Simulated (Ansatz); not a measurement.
# Li: the cost of one run

Computed with the Python package of Ansatz 0.2.0. The levels of theory stand in the script.

This is Li in the hcp structure; at room conditions it is bcc.

## Step 1: Starting point

Symmetry: P6_3/mmc, No. 194, hexagonal system. The conventional cell has a = 3.111 Å, b = 3.111 Å, c = 5.093 Å, α = 90.00°, β = 90.00°, γ = 120.00°. Li (site symmetry -6m2) is surrounded by 12 Li at 3.11 to 3.12 Å.

No structure file is read: the coordinates are typed or built in the script.

## Step 2: The code

Contents of pipeline_li.py:

```python
"""From the given cell of Li to a relaxed cell, its gap and its density of states."""

import warnings

import ansatz as az
from ase import Atoms
import numpy as np


def count_gap(report):
    # lowest empty less highest filled band, counting bands; zero where they overlap
    return max(report.get("gap_by_band_count_ev") or 0.0, 0.0)


def configured(crystal, spacing):
    return (
        crystal.calculation()
        .scf(algorithm="direct_min", self_checks="low")
        .basis(23 * az.Ry)
        .pseudopotentials("paw")
        .occupations(az.OccupationsMethod.FERMI_DIRAC)
        .functional(az.Functional.R2SCAN, dispersion="d4")
        .kpoints(spacing=spacing)
    )

warnings.simplefilter("ignore", az.DeckWarning)

atoms = Atoms(
    ["Li", "Li"],
    scaled_positions=[
        [1 / 3, 2 / 3, 0.25],
        [2 / 3, 1 / 3, 0.75],
    ],
    cell=[
        [3.111, 0.0, 0.0],
        [-1.5555, 2.694205, 0.0],
        [0.0, 0.0, 5.093],
    ],
    pbc=True,
)
crystal = az.Crystal.from_ase(atoms)

relaxed = configured(crystal, 0.3).relax(cell=True, force_tolerance=0.01, max_steps=40).checkpoint(write="relax.run", compress=False).run(threads=1, pin="off")
cell = np.asarray(relaxed.lattice.cell_ang)
print("relaxed edges (A):", np.linalg.norm(cell, axis=1).round(4), " volume:", round(abs(np.linalg.det(cell)), 3), "A^3")
for site in relaxed.lattice.sites:
    print(" ", site.symbol, np.round(site.position_frac, 4) + 0.0)

final = az.Crystal.from_checkpoint("relax.run")
outcome = configured(final, 0.22).functional("lda").stress().band_table().density_of_states(energy_step=0.05).run(threads=1, pin="off")
data = outcome.report
dos = outcome.density_of_states()
print(f"pressure at the relaxed cell {np.trace(data['stress_gpa']) / 3:.3f} GPa, gap by band count {count_gap(data):.3f} eV")
if count_gap(data) == 0:
    print("states/eV at the Fermi level:", round(float(np.interp(dos.fermi_ev, dos.energies_ev, dos.spin_summed_g_bin_mean_per_ev)), 3))
```

## Step 3: The calls as engine input

The engine receives this input (first run):

```yaml
crystal:
  lattice:
    - [3.111, 0.0, 0.0]
    - [-1.5555, 2.694205, 0.0]
    - [0.0, 0.0, 5.093]
  atoms:
    - { symbol: Li, position: [0.3333333333333333, 0.6666666666666666, 0.25] }
    - { symbol: Li, position: [0.6666666666666666, 0.3333333333333333, 0.75] }
basis:
  ecutwfc: 312.930941828862
kpoints:
  mp_grid:
    kspacing: 0.3
hamiltonian:
  xc: r2scan
  dispersion: d4
  pseudopotentials:
    kind: paw
scf:
  algorithm: direct_min
  self_checks: low
  occupations:
    method: fermi_dirac
relax:
  f_tol: 0.01
  max_steps: 40
  cell: {}
checkpoint:
  write: relax.run
  compress: false
```

## Step 4: Launch

Launch:

```bash
> python pipeline_li.py
```

**Question.** How long does this script take on 1 thread of Arm Neoverse V2, shared host, and how much memory does it need?

About 6.1 s, with a peak of 0.37 GiB.
